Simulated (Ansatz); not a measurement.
**C2H6Br2Si2: small, medium and large basis sets**

One table from this session's results is given with a row withheld; the runs are named, their logs left out.

The runs use Ansatz 0.2.0, Gaussian basis; one geometry, several basis sets.

The runs, in order: PBE0-D4/def2-SVP; ωB97M-V/def2-SVP; PBE0-D4/def2-QZVPP; ωB97M-V/def2-QZVPP; the functionals' def2-TZVPP values are taken from earlier runs.

1 further run of the same task is left out (it didn't finish).

## Structure used throughout

The geometry comes from an earlier relaxation with PBE0-D4 in a triple-zeta def2 set; it is a stationary point, not always the lowest conformer.

SMILES `C=C[Si]([SiH3])(Br)Br`, 12 atoms, charge 0, spin multiplicity 1.

Atoms are counted from 1 here; the program's logs count them from 0.

Bond lengths: C1–C2 1.329 Å, C1–H7 1.086 Å, C1–H8 1.086 Å, C2–Si3 1.849 Å, C2–H9 1.089 Å, Si3–Si4 2.335 Å, Si3–Br5 2.225 Å, Si3–Br6 2.229 Å, Si4–H10 1.485 Å, Si4–H11 1.486 Å, Si4–H12 1.487 Å. Angles: C2–C1–H7 121.7°, C2–C1–H8 121.7°, H7–C1–H8 116.6°, C1–C2–Si3 124.9°, C1–C2–H9 119.1°, Si3–C2–H9 116.0°, C2–Si3–Si4 114.8°, C2–Si3–Br5 109.5°, C2–Si3–Br6 107.9°, Si4–Si3–Br5 108.0°, Si4–Si3–Br6 107.3°, Br5–Si3–Br6 109.2°, Si3–Si4–H10 108.9°, Si3–Si4–H11 109.4°, Si3–Si4–H12 109.1°, H10–Si4–H11 110.1°, H10–Si4–H12 109.8°, H11–Si4–H12 109.5°.

Geometry (Å):

```xyz
12

C    -1.1537   -1.7556    1.1460
C    -1.1851   -0.6697    0.3803
Si    0.0716    0.6862    0.4167
Si    1.3425    0.8937   -1.5309
Br    1.4682    0.3598    2.1183
Br   -1.0080    2.6139    0.7123
H    -1.9092   -2.5316    1.0663
H    -0.3753   -1.9091    1.8870
H    -1.9901   -0.5556   -0.3448
H     2.2443    2.0651   -1.3951
H     2.1410   -0.3435   -1.7331
H     0.4308    1.0913   -2.6891
```

The first run:

File in.yaml:

```yaml
crystal:
  periodic: [false, false, false]
  atoms:
    - {symbol: C, position_ang: [-1.153684, -1.755572, 1.145967]}
    - {symbol: C, position_ang: [-1.185096, -0.669678, 0.380340]}
    - {symbol: Si, position_ang: [0.071646, 0.686163, 0.416719]}
    - {symbol: Si, position_ang: [1.342468, 0.893733, -1.530880]}
    - {symbol: Br, position_ang: [1.468243, 0.359772, 2.118319]}
    - {symbol: Br, position_ang: [-1.007970, 2.613880, 0.712287]}
    - {symbol: H, position_ang: [-1.909235, -2.531559, 1.066338]}
    - {symbol: H, position_ang: [-0.375306, -1.909085, 1.886989]}
    - {symbol: H, position_ang: [-1.990056, -0.555645, -0.344846]}
    - {symbol: H, position_ang: [2.244294, 2.065079, -1.395072]}
    - {symbol: H, position_ang: [2.140950, -0.343496, -1.733056]}
    - {symbol: H, position_ang: [0.430846, 1.091310, -2.689103]}
basis:
  gaussian: {orbitals: def2-SVP}
hamiltonian: {xc: pbe0, dispersion: d4}
output: {orbitals: {seedname: orbitals}}
```

Among the steps run: PBE0-D4 in def2-SVP; ωB97M-V in def2-SVP; PBE0-D4 in def2-QZVPP; ωB97M-V in def2-QZVPP.

One table of the session follows, with a row left open; its other results are not shown here.

It belongs to the step «Functionals by basis». 

| functional | basis | HOMO (eV) |
| --- | --- | --- |
| PBE0-D4 | def2-SVP | -7.82 |
| PBE0-D4 | def2-TZVPP | -7.86 |
| PBE0-D4 | def2-QZVPP | -7.87 |
| ωB97M-V | def2-SVP | -9.81 |
| ωB97M-V | def2-TZVPP | ? |
| ωB97M-V | def2-QZVPP | -9.90 |

Estimate the missing values for ωB97M-V, def2-TZVPP.

As computed: HOMO (eV): -9.89. In the column «HOMO (eV)» it lies between ωB97M-V, def2-QZVPP (-9.90) and ωB97M-V, def2-SVP (-9.81).
